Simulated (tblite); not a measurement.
# B18H14N18 ((5,2) BN nanotube piece): the cost of one run

Computed with tblite 0.8.0 and PySCF 2.14.0 and routines of our own; the level stands in each step. Atoms count from 0.

### Step 1. The starting structure

50 atoms, charge 0, multiplicity 1; geometry from: force field, distance geometry or constructed start.

### Step 2. Relaxing the molecule with GFN2-xTB

The job: settings as JSON, then the geometry in Å.

```
{"job": {"kind": "relax", "xc": "GFN2-xTB", "basis": "xTB"}, "charge": 0, "multiplicity": 1}
B      2.518800     0.609000    -0.705300
N      1.817000     1.815000    -1.058500
B      2.306000     1.170500     1.732500
N      1.339000     2.177900     1.377400
B      1.508400     2.064900    -2.439800
N      0.190000     2.505000    -2.793700
B      0.977200     2.347200    -0.011300
N     -0.402400     2.459800    -0.354400
B      0.396200     2.487200     2.426900
N     -0.978800     2.266000     2.081000
B     -0.793400     2.344300    -1.749500
N     -1.902900     1.510000    -2.095300
B     -1.326900     2.066800     0.692800
N     -2.198800     0.990800     0.337200
B     -1.775600     1.672600     3.123300
N     -2.370100     0.414700     2.781500
B     -2.327700     0.612700    -1.050700
N     -2.273300    -0.778900    -1.400500
B     -2.401100     0.015900     1.386100
N     -2.011700    -1.317700     1.038400
B     -2.117200    -1.140900    -2.789600
N     -1.154700    -2.143800    -3.139200
B     -1.770000    -1.634800    -0.349300
N     -0.605000    -2.385200    -0.705200
B     -1.323000    -2.035400     2.080300
N     -0.013600    -2.478300     1.734000
B     -0.206900    -2.458900    -2.096000
N      1.161300    -2.238000    -2.442000
B      0.394100    -2.460800     0.337900
N      1.671000    -1.917000    -0.004600
B      0.980700    -2.316700     2.774100
N      2.084400    -1.482500     2.427500
B      1.958300    -1.639300    -1.401400
N      2.556200    -0.387200    -1.743700
B      2.302000    -1.142900     1.032400
N      2.578800     0.216900     0.684900
H      2.820000     1.134000     2.774800
H      2.323500     1.916600    -3.273100
H     -0.035000     2.904400    -3.722200
H      0.716100     2.898600     3.475900
H     -2.362300     1.549700    -3.022500
H     -1.915600     2.162000     4.174100
H     -2.766600    -0.199900     3.507000
H     -2.761700    -0.632600    -3.620200
H     -1.141600    -2.606900    -4.067600
H     -1.804000    -2.243600     3.123400
H      1.554600    -2.488600    -3.374800
H      0.875500    -2.826300     3.824900
H      2.730800    -1.126300     3.162900
H      2.983500    -0.206000    -2.676400
```

Started as:

```bash
$ OMP_NUM_THREADS=2 python large_run.py task.json out
```

One launch serves the whole session: the jobs run in the order shown.

Q: Estimate the wall time and peak memory of this first job on 2 threads of Arm Neoverse V2, shared host.

About 2.2 s, with a peak of 0.16 GiB.
